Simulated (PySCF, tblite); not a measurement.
# C₄HF₂O₂ radical: geometry, infrared bands and EPR parameters

Aim: predict the infrared bands and EPR parameters of C₄HF₂O₂ radical (`[O]C(=O)C#CC(F)F`).

The runs use tblite 0.8.0 and PySCF 2.14.0, with density-fitted response routines of our own; the level of theory stands in each step. All values are computed, except where a source is named. Atoms are numbered from 0 throughout.

## (1) The molecule as given

9 atoms, charge 0, multiplicity 2; geometry from: force field or distance geometry start.

Bonds of the start (Å): O0–C1 1.39, C1–O2 1.26, C1–C3 1.43, C3–C4 1.21, C4–C5 1.49, C5–F6 1.39, C5–F7 1.38, C5–H8 1.10.

## (2) Optimising the geometry with GFN2-xTB

Job settings and geometry (Å):

```
{"job": {"kind": "relax", "xc": "GFN2-xTB", "basis": "xTB"}, "charge": 0, "multiplicity": 2}
O      3.174600     0.527100    -0.979600
C      2.220400     0.291900    -0.003300
O      2.624100     0.208100     1.191300
C      0.822400     0.125400    -0.268800
C     -0.359500    -0.017200    -0.463300
C     -1.815500    -0.200500    -0.716600
F     -2.570400     0.331600     0.315800
F     -1.999100    -1.567400    -0.816900
H     -2.083500     0.307000    -1.652800
```

Launch:

```bash
OMP_NUM_THREADS=1 python probes_run.py task.json out
```

This one command runs all jobs of the session in turn.

**Question.** This job is followed by: GFN2-xTB harmonic vibrations, gas phase; UKS B3LYP, pcH-1 on C F H O, non-relativistic, mean-field spin-orbit, GIAO. Predict these results of the whole session: strongest single infrared mode (GFN2-xTB); zero-point energy (GFN2-xTB); g(iso) (B3LYP); ⟨S²⟩; largest a(iso) (averaged by class); potential on the surface of density 0.002 e/bohr³, 1st and 99th percentile.

As calculated:

```
                                                                  quantity                  value
                                 strongest single infrared mode (GFN2-xTB)  1872 cm⁻¹, 225 km/mol
                                              zero-point energy (GFN2-xTB)          25.5 kcal/mol
                                                            g(iso) (B3LYP)                2.00528
                                                                      ⟨S²⟩     0.756 (exact 0.75)
                                        largest a(iso) (averaged by class)   13C on C3, 235.3 MHz
potential on the surface of density 0.002 e/bohr³, 1st and 99th percentile     -1.21 V and 1.87 V
```

In words: The optimisation took 44 steps and gained 1.223 eV; among the close pairs (by a distance rule), O0–C1 changed most, from 1.385 to 1.213 Å. The lowest mode is slightly imaginary (9i cm⁻¹), a soft motion within the noise of the Hessian, so the minimum is not strictly shown. The strongest single mode, at 1872 cm⁻¹, moves mainly C1. Unscaled tight-binding wavenumbers are off by several per cent, some by more. Its intensities can rank the bands wrongly. Most of the unpaired spin sits on O0 (0.67 e). The isotropic g lies 3.0 ppt above the free-electron value. That holds for this one static structure; motion that exchanges O0, O2 would share the spin among them. The conformer search found further structures of the same energy, which may be mirror or relabelled copies of this one.
